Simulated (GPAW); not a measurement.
Wanted: an ASE script for a GPAW 26.7.0 run.

```
Task                : single point
Functional          : PBEsol
Potentials or basis : PAW data sets generated in the run's folder for this functional
Cutoff              : 800 eV
Basis               : pw
k mesh              : 7 × 7 × 3
Occupations         : fermi-dirac, width 0.05 eV
Spin                : no spin polarisation
Maxiter             : 150
```

Crystal: BaTi2Bi2O.

```
CELL_PARAMETERS angstrom
4.11531 0.00000 0.00000
0.00000 4.11531 0.00000
0.00000 0.00000 8.70728
ATOMIC_POSITIONS crystal
Bi 0.00000 0.00000 0.75244
Bi 0.00000 0.00000 0.24756
Ba 0.50000 0.50000 0.50000
Ti 0.50000 0.00000 0.00000
Ti 0.00000 0.50000 0.00000
O 0.50000 0.50000 0.00000
```

The cell comes from a database or a generator and needn't be the stable form of this composition.

These files were run (other wordings do the same):

run.py

```python
from ase import Atoms
from ase.dft.bandgap import bandgap
from ase.io import write
from ase.units import Bohr, GPa
from gpaw import GPAW, PW, setup_paths
from gpaw.elf import elf_from_dft_calculation

setup_paths.insert(0, '.')

atoms = Atoms(['Bi', 'Bi', 'Ba', 'Ti', 'Ti', 'O'],
              cell=[[4.115314, 0.0, 0.0],
                    [0.0, 4.115314, 0.0],
                    [0.0, 0.0, 8.707278]],
              scaled_positions=[[0.0, 0.0, 0.752436],
                                [0.0, 0.0, 0.247564],
                                [0.5, 0.5, 0.5],
                                [0.5, 0.0, 0.0],
                                [0.0, 0.5, 0.0],
                                [0.5, 0.5, 0.0]],
              pbc=True)

calc = GPAW(mode=PW(800),
            xc='PBEsol',
            kpts={'size': (7, 7, 3), 'gamma': True},
            occupations={'name': 'fermi-dirac', 'width': 0.05},
            nbands=57,
            convergence={'density': 1e-05, 'energy': 1e-05},
            maxiter=150,
            txt='gpaw.txt')
atoms.calc = calc
energy = atoms.get_potential_energy()
forces = atoms.get_forces()
stress = atoms.get_stress()
calc.write('gs.gpw')
write('result.traj', atoms)
print(f'Energy: {energy:.6f} eV')
print('Forces (eV/A):')
print(forces.round(4))
print('Stress (GPa):', (stress / GPa).round(3))
print('Fermi level:', round(calc.get_fermi_level(), 4), 'eV')
print(f'Gap: {bandgap(calc)[0]:.4f} eV, direct: {bandgap(calc, direct=True)[0]:.4f} eV')

# fields on the real-space grid
write('density.cube', atoms, data=calc.get_pseudo_density() * Bohr**3)
write('potential.cube', atoms, data=calc.get_electrostatic_potential())
write('elf.cube', atoms, data=elf_from_dft_calculation(calc).data)
```

Potentials or basis: PAW data sets generated in the run's folder for this functional, pw.

Run with:

```console
$ gpaw-setup -f PBEsol Ba Bi O Ti
$ OMP_NUM_THREADS=1 python run.py
```

Results of the run:

```yaml
Pressure: -3.6 GPa
Largest_force: 0.220 eV/Å
Band_gap_on_the_k_mesh: none (metal or under the smearing width)
```

Caveat: spin-orbit coupling is left out, which moves the levels of the heavy elements; semilocal functionals often make such compounds metallic where correlation or magnetic order opens a gap, which also shifts bond lengths.

Run time: 2.8 min on 1 thread of Arm Neoverse V2 (shared host), peak memory 0.43 GiB.
